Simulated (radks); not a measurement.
**The first electron to leave In¹⁰⁺**

Aim: remove one electron from each of the outer sub-shells of In¹⁰⁺ ([Kr] 4d3) in turn, let the ion relax, and find the cheapest removal. The parent's configuration is the lowest that an earlier search found at this level.

Program: radks (a radial shooting solver on a logarithmic mesh, Libxc functionals) version 1. Level of theory: scalar-relativistic Kohn-Sham, PBEsol, spin-polarised, spherical densities, finite nucleus; open shells are filled with parallel spins first. These are calculated values, not measurements, unless marked.

1 further run of the same task is left out (set aside as unsound or not needed).

**1. The atom as given**

```
element            : indium (Z = 49)
charge             : +10
electrons          : 39
configuration      : [Kr] 4d3
nuclear rms radius : 4.6156 fm
```

The outer shells:

In¹⁰⁺
```
[Kr] core
4d [↑ ][↑ ][↑ ][  ][  ]
```

**2. The parent, In¹⁰⁺**

The parent was computed earlier with the same settings: E = -5847.457644 hartree. Its outer levels (eV):

```csv
level,occupation,energy (eV)
3d up,5,-630.11
3d down,5,-629.13
4s up,1,-302.43
4s down,1,-298.49
4p up,3,-258.07
4p down,3,-254.08
4d up,3,-191.06
4d down,0,-187.11
```

**3. Remove 4d: [Kr] 4d2**

The run's settings:

```text
Z 49
configuration [Kr] 4d2
relativity scalar-relativistic
functional pbe_sol,pbe_sol
spin polarised
nucleus finite rms 4.6156 fm
c 137.035999084
```

**4. Remove 4p: [Ar] 3d10 4s2 4p5 4d3**

Input: that of step 3 with these lines changed.

```diff
@@ -1,3 +1,3 @@
 Z 49
-configuration [Kr] 4d2
+configuration [Ar] 3d10 4s2 4p5 4d3
 relativity scalar-relativistic
```

**5. Remove 4s: [Ar] 3d10 4s1 4p6 4d3**

The run's settings:

```text
Z 49
configuration [Ar] 3d10 4s1 4p6 4d3
relativity scalar-relativistic
functional pbe_sol,pbe_sol
spin polarised
nucleus finite rms 4.6156 fm
c 137.035999084
```

**6. Remove 3d: [Ar] 3d9 4s2 4p6 4d3**

The run's settings:

```text
Z 49
configuration [Ar] 3d9 4s2 4p6 4d3
relativity scalar-relativistic
functional pbe_sol,pbe_sol
spin polarised
nucleus finite rms 4.6156 fm
c 137.035999084
```

Q: Predict the outcome of this session. Wanted: for each run, case; final configuration; Δ-SCF; −ε of the level emptied.

**Answer**, as computed:

```csv
case,final configuration,Δ-SCF (eV),−ε of the level emptied (eV)
remove 4d,[Kr] 4d2,202.54,191.06
remove 4p,[Ar] 3d10 4s2 4p5 4d3,266.12,254.08
remove 4s,[Ar] 3d10 4s1 4p6 4d3,311.09,298.49
remove 3d,[Ar] 3d9 4s2 4p6 4d3,656.25,629.13
```

What this shows: The 4d electron leaves first, at 202.54 eV; the next cheapest, 4p, costs 266.12 eV. 4d is also the highest occupied level of the parent. NIST lists 201 eV (theoretical), between the same two configurations. Open shells are spherical and high-spin; term and fine-structure splittings are not resolved. Spin-orbit splitting is averaged out at the scalar-relativistic level.
